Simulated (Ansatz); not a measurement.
# MgSc: the cost of one run

Method: DFT PBEsol, frozen-core PAW, scalar-relativistic unless said, in Ansatz 0.2.0.

## (1) The starting structure

Symmetry: Pm-3m, No. 221, cubic system. The conventional cell has a = 3.596 Å, b = 3.596 Å, c = 3.596 Å, α = 90.00°, β = 90.00°, γ = 90.00°. Mg (site symmetry m-3m) is surrounded by 8 Sc at 3.11 Å. Sc (site symmetry m-3m) has 8 Mg at 3.11 Å as nearest neighbours.

Structure file:

```cif
data_structure
_symmetry_space_group_name_H-M 'Pm-3m'
_symmetry_Int_Tables_number 221
_cell_length_a 3.5965
_cell_length_b 3.5965
_cell_length_c 3.5965
_cell_angle_alpha 90.000
_cell_angle_beta 90.000
_cell_angle_gamma 90.000
_cell_volume 46.52
loop_
_atom_site_label
_atom_site_type_symbol
_atom_site_symmetry_multiplicity
_atom_site_Wyckoff_symbol
_atom_site_fract_x
_atom_site_fract_y
_atom_site_fract_z
_atom_site_occupancy
Mg1 Mg 1 a 0.00000 0.00000 0.00000 1
Sc1 Sc 1 b 0.50000 0.50000 0.50000 1
```

Cartesian axes are those of the input's lattice vectors. The structure goes back to a database entry.

## (2) Cell and atoms relaxed, PAW

The input, input.yaml:

```yaml
crystal:
  lattice:
    - [3.59645124, 0.0, 0.0]
    - [0.0, 3.59645124, 0.0]
    - [0.0, 0.0, 3.59645124]
  atoms:
    - { symbol: Mg, position: [0.0, 0.0, 0.0] }
    - { symbol: Sc, position: [0.5, 0.5, 0.5] }
kpoints:
  mp_grid: { grid: [14, 14, 14] }
scf:
  occupations: { method: fermi_dirac, width: 0.05 }
hamiltonian:
  xc: pbesol
  pseudopotentials: { kind: paw }
relax:
  f_tol: 0.002
  max_steps: 80
  cell: {}
output:
  forces: true
  stress: true
  write_density: true
  write_potential: true
  elf: true
  volumetric_format: npy
```

Launch:

```sh
ansatz run input.yaml --threads 1 --pin off --max-ram 3072MiB --backend cpu --events-out ev --progress --plain --runs-dir out
```

**Question.** How long does this run take on 1 thread of Arm Neoverse V1, shared host, and how much memory does it need?

About 20 s, with a peak of 0.38 GiB.
